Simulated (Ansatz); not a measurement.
# Cu: response to strain

Cu is deformed so: equal xx and yy strain of +1 %. What stress and forces result, by LAPW, PAW and all-electron datasets made for the crystal?

Computed with Ansatz 0.2.0 (DFT PBEsol, scalar-relativistic, unless a step's input says otherwise).

## (1) The starting structure

The structure is cubic, space group Fm-3m (No. 225). Conventional cell: a = 3.615 Å, b = 3.615 Å, c = 3.615 Å, α = 90.00°, β = 90.00°, γ = 90.00°. Cu (site symmetry m-3m) has 12 Cu at 2.56 Å as nearest neighbours.

Coordinates:

```
CELL_PARAMETERS angstrom
0.00000 1.80750 1.80750
1.80750 0.00000 1.80750
1.80750 1.80750 0.00000
ATOMIC_POSITIONS crystal
Cu 0.00000 0.00000 0.00000
```

## (2) After the deformation

Space group Fm-3m before, I4/mmm after.

## (3) LAPW, all electrons

File input.yaml:

```yaml
crystal:
  lattice:
    - [0.0, 1.825575, 1.8075]
    - [1.825575, 0.0, 1.8075]
    - [1.825575, 1.825575, 0.0]
  atoms:
    - { symbol: Cu, position: [0.0, 0.0, 0.0] }
kpoints:
  mp_grid: { grid: [19, 19, 19] }
  band_path:
    path:
      - [0.0, 0.0, 0.0]
      - [0.0, 0.5, 0.5]
      - [0.25, 0.75, 0.5]
      - [0.0, 0.5, 0.0]
      - [0.0, 0.0, 0.0]
      - [0.5, 0.5, 0.0]
      - [0.3775125, 0.6224875, 0.0]
      - [-0.3775125, 0.3775125, 0.0]
      - [0.0, 0.0, 0.0]
    npoints: 5
scf:
  occupations: { method: fermi_dirac, width: 0.08 }
hamiltonian:
  xc: pbesol
  pseudopotentials: { kind: all_electron, lapw: { basis_error: 0.00025 } }
output:
  forces: true
  stress: true
  eigenvalues: true
```

Command:

```
ansatz run input.yaml --threads 1 --pin off --max-ram 3072MiB --backend cpu --events-out ev --progress --plain --runs-dir out
```

## (4) PAW with frozen cores

File input.yaml:

```yaml
crystal:
  lattice:
    - [0.0, 1.825575, 1.8075]
    - [1.825575, 0.0, 1.8075]
    - [1.825575, 1.825575, 0.0]
  atoms:
    - { symbol: Cu, position: [0.0, 0.0, 0.0] }
kpoints:
  mp_grid: { grid: [19, 19, 19] }
scf:
  occupations: { method: fermi_dirac, width: 0.08 }
hamiltonian:
  xc: pbesol
  pseudopotentials: { kind: paw }
output:
  forces: true
  stress: true
  eigenvalues: true
  efg: { contact_densities: true }
```

## (5) Datasets made for this crystal

Changes to input.yaml since step 4:

```diff
@@ -13,3 +13,3 @@
   xc: pbesol
-  pseudopotentials: { kind: paw }
+  pseudopotentials: { kind: all_electron, datasets: crystal }
 output:
```

(Steps that only read results are left out.)

What does the calculation give? Wanted: pressure; largest shear or deviatoric stress.

The runs gave:

| quantity | value |
| --- | --- |
| pressure | LAPW -9.07, PAW -9.07, crystal datasets -9.07 GPa |
| largest shear or deviatoric stress (LAPW) | 0.26 GPa |

In words: The largest part of the stress beyond the pressure is 0.26 GPa in size, in the zz component. No run of the undeformed cell stands beside it, so the pressure holds what the given cell had before the change. PAW: stress within 0.01 GPa of LAPW. Crystal datasets: stress within 0.01 GPa of LAPW.
